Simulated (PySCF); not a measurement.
# CH7AlPb: the cost of one run

Programs: PySCF 2.14.0, with routines of our own; each step states its level. All values are computed. Atoms count from 0.

## Step 1: The system as given

10 atoms, charge 0, multiplicity 1; geometry from: GFN2-xTB.

## Step 2: Optimising the geometry at PBE0-D3(BJ)/def2-SVP

The job: settings as JSON, then the geometry in Å.

```
{"job": {"xc": "PBE0", "basis": "def2-SVP", "d3": "d3bj", "grid": 1, "maxiter": 30, "shake": 0.01, "kind": "geom"}, "charge": 0, "multiplicity": 1}
Al     1.527360     0.404980     0.519630
C      0.513620    -0.866010    -0.634840
Pb    -1.368010     0.031190     0.428550
H      2.040410    -0.020260     1.899610
H      1.793940     1.841940    -0.029390
H      0.336720    -0.707440    -1.702150
H      0.486430    -1.936810    -0.433740
H     -2.268280    -0.969010     1.517170
H     -2.499020     0.986040    -0.466190
H     -0.512730     1.214460     1.509060
```

On the command line:

```bash
OMP_NUM_THREADS=1 python heavy_run.py task.json out
```

The driver reads the jobs from task.json and runs them one after another.

**Question.** How long does this first job take on 1 thread of AMD EPYC 7R13, shared host, and how much memory does it need?

About 21 s, with a peak of 0.4 GiB.
